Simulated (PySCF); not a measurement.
# A diatomic session: SnO

One job finds the state of SnO, follows it along the bond with each method and fits the curves.

Program: PySCF 2.14.0. Level of theory: Sn cc-pVDZ-PP with ECP28, O cc-pVDZ, scalar-relativistic core potentials. These are calculated values, not measurements.

## 1. Set-up

Settings of the job:

| Quantity | Value |
| --- | --- |
| atoms | Sn, O |
| charge | 0 |
| basis | Sn cc-pVDZ-PP with ECP28, O cc-pVDZ |
| Hamiltonian | scalar-relativistic core potentials |
| basis functions | 37 |
| electrons treated | 30 |
| masses in u | 119.9022, 15.9949 |
| levels | PBE0, PBE, r²SCAN, B97-3, BLYP, PW91, ωB97X, HF, MP2, SCS-MP2, CCSD, CCSD(T) |
| grid | 80 radial by 434 angular points |
| occupations | held fixed by the projection of orbital angular momentum |
| dissociation limit | Sn + O, each in its ground configuration |
| starting distance in angstrom | 1.950 |
| values of 2S to try | 0, 2, 4 |

After this run come: First curve: PBE0; Other states along the same grid; PBE; r²SCAN; B97-3; BLYP; PW91 (GGA); ωB97X (range-separated hybrid); RHF (mean field); Correlated methods on the Hartree–Fock reference.

Before running it: what results should come out? Wanted: for each run, Re; ωe; De; μ.

**Answer**, as computed:

Lowest PBE0 solution found, without spin–orbit coupling: ¹Σ⁺ (singlet), closed shell. State 2 has its PBE0 minimum 2.08 eV higher. The other levels ran on the lowest alone.

```tsv
level	Re (Å)	ωe (cm⁻¹)	De (eV)	μ (D)
RHF	1.805	957	1.20	-4.80
RHF-MP2	1.883	763	5.36	n/a
RHF-SCS-MP2	1.875	781	5.06	n/a
RHF-CCSD	1.849	850	4.30	n/a
RHF-CCSD(T)	1.878	769	4.77	n/a
PBE	1.873	790	5.89	-3.46
PW91	1.871	792	5.94	-3.47
BLYP	1.882	775	5.87	-3.45
r²SCAN	1.853	831	5.33	-3.66
PBE0	1.842	855	4.96	-3.88
B97-3	1.847	847	5.11	-4.00
ωB97X	1.830	887	5.30	-3.99
```

De is counted to Sn + O in their ground configurations. A positive dipole means Sn(−)O(+).

In words: Bond lengths run from 1.805 Å (RHF) to 1.883 Å (RHF-MP2). Among the levels with a De in the table, it runs from 1.20 eV (RHF) to 5.94 eV (PW91).

Correlated steps freeze 5 core orbitals. These are scalar-relativistic numbers at best; spin–orbit coupling would shift them, the dissociation energy most. T1 is 0.036 near the minimum (highest on the curve 0.066), which may point to more than one leading configuration.
